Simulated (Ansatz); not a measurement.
# GaN (zincblende type): how the settings move a relaxation

Question: which choices in the input matter for GaN (zincblende type)?

Computed with Ansatz 0.2.0 (reference: DFT, LDA, PAW with Ansatz's default frozen-core files, scalar-relativistic, unless a step's input says otherwise).

## (1) The system as given

It takes space group F-43m (No. 216, cubic). The conventional cell has a = 4.334 Å, b = 4.334 Å, c = 4.334 Å, α = 90.00°, β = 90.00°, γ = 90.00°. Ga (site symmetry -43m) has 4 N at 1.88 Å in its first shell of neighbours. Around N (site symmetry -43m) lie 4 Ga at 1.88 Å.

Coordinates:

```
Ga N
1.0
     0.00000    2.16709    2.16709
     2.16709    0.00000    2.16709
     2.16709    2.16709    0.00000
Ga N
1 1
Direct
  0.00000 0.00000 0.00000
  0.25000 0.25000 0.25000
```

## (2) Reference

input.yaml reads:

```yaml
crystal:
  lattice:
    - [0.0, 2.1670925389, 2.1670925389]
    - [2.1670925389, 0.0, 2.1670925389]
    - [2.1670925389, 2.1670925389, 0.0]
  atoms:
    - { symbol: Ga, position: [0.0, 0.0, 0.0] }
    - { symbol: "N", position: [0.25, 0.25, 0.25] }
kpoints:
  mp_grid: { grid: [17, 17, 17] }
scf:
  occupations: { method: fermi_dirac, width: 0.05 }
hamiltonian:
  xc: lda
  pseudopotentials: { kind: paw }
output:
  forces: true
  stress: true
relax:
  f_tol: 0.005
  max_steps: 40
  cell: {}
```

Command:

```console
$ ansatz run input.yaml --threads 1 --pin off --max-ram 2048MiB --backend cpu --events-out ev --progress --plain --runs-dir out
```

## (3) Variant: starting moments, spin_polarized true

Changes to input.yaml since step 2:

```diff
@@ -6,4 +6,4 @@
   atoms:
-    - { symbol: Ga, position: [0.0, 0.0, 0.0] }
-    - { symbol: "N", position: [0.25, 0.25, 0.25] }
+    - { symbol: Ga, position: [0.0, 0.0, 0.0], spin: 2.0 }
+    - { symbol: "N", position: [0.25, 0.25, 0.25], spin: -4.0 }
 kpoints:
@@ -18,2 +18,6 @@
   stress: true
+  write_density: true
+  write_potential: true
+  elf: true
+  volumetric_format: npy
 relax:
@@ -22 +26,3 @@
   cell: {}
+magnetization:
+  spin_polarized: true
```

What does the calculation give? Wanted: for each run, ending; energy change; pressure; gap; force.

The runs gave:

```
                                     run     ending  energy change  pressure (GPa)  gap (eV)  force (eV/Å)  cycles     time
                               reference  converged              0             0.0      1.96          0.00      44     35 s
1: starting moments, spin_polarized true  converged   0.0 meV/atom             0.0      1.96          0.00      57  1.9 min
```

Times don't compare one to one where runs were asked for different outputs or read a saved state (see the inputs); cycles may leave out searches for a lower state.

What this shows: With the changed spin polarisation the energy stays within 0.5 meV/atom: no moment survives, so both runs end on the same non-magnetic state.

The gaps are Kohn-Sham values of a semilocal functional, not quasiparticle or optical gaps. Such gaps usually fall short of the measured ones.
